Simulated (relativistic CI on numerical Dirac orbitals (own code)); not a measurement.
# Fe²⁺: L2,3 absorption multiplets

Wanted: the shape of the L2,3 absorption spectrum of Fe²⁺.

The numbers are computed with relativistic CI on numerical Dirac orbitals (own code) version 4 (Dirac-Coulomb-Breit CI, KLI orbitals optimised for each configuration, model QED (radiative potential, 1s self-energy scaled to tabulated hydrogen-like ionisation energies), valence Slater integrals scaled by 0.8, multiplet model of core-to-valence dipole absorption in a parametric crystal field), except any that are marked as measured or tabulated.

## (1) What is computed

| Quantity | Value |
| --- | --- |
| ion | Fe²⁺ (Fe III) |
| nuclear charge | 26 |
| electrons | 24 |
| configurations | [Ar] 3d6 → [He] 2s2 2p5 3s2 3p6 3d7 |
| magnetising field for the dichroism, Lz and Sz | exchange field 10 meV on Sz; these come from the lowest magnetised state alone (0 K) |
| temperature of the isotropic spectrum | 300 K |
| widths | Lorentz 0.4 eV, Gauss 0.3 eV |
| surrounding 1 | Oh, 10Dq = 9750 cm⁻¹ |

## (2) Surrounding 1: Oh, 10Dq = 9750

Settings of the run:

```ini
atom Fe  Z=26  charge=2  electrons=24
nucleus A=56  rms_radius_fm=3.7377
hamiltonian dirac-coulomb  breit=on  qed=on  c_scale=1
orbitals kli  potential=per-configuration
slater_scale 0.8
correlation none
mixing on
configurations
  [Ar] 3d6
  [He] 2s2 2p5 3s2 3p6 3d7
end
absorption L2,3 T=300 lorentz=0.4 gauss=0.3
crystal_field Oh 10Dq=9750
```

Started as:

```
$ python run_levels.py task.json out
```

The settings of every run stand in task.json; they run in order.

**Question.** What will these runs give? Wanted: highest peak, first run; ground spin; share of the lower edge; core spin-orbit splitting.

The runs gave:

| surrounding | ground S | Lz (0 K) | Sz (0 K) | centroid (eV) | share of the lower edge | up to four highest peaks (% of the highest), eV |
| --- | --- | --- | --- | --- | --- | --- |
| 1: Oh | 2.00 | -0.77 | -1.73 | 713.18 | 0.766* | 709.7 (100), 710.8 (58), 712.5 (23), 722.4 (34) |

* From the broadened curve, split at its minimum between the edges.

```
                                 quantity     value
                  highest peak, first run  709.7 eV
      ground spin (effective S from ⟨S²⟩)      2.00
                  share of the lower edge     0.766
core spin-orbit splitting (without Breit)  12.95 eV
```

**Reading.** The lower edge takes 0.77 of the intensity in surrounding 1, above the statistical 0.67. Edge positions are free-ion values and differ from those in solids by a few eV or more.
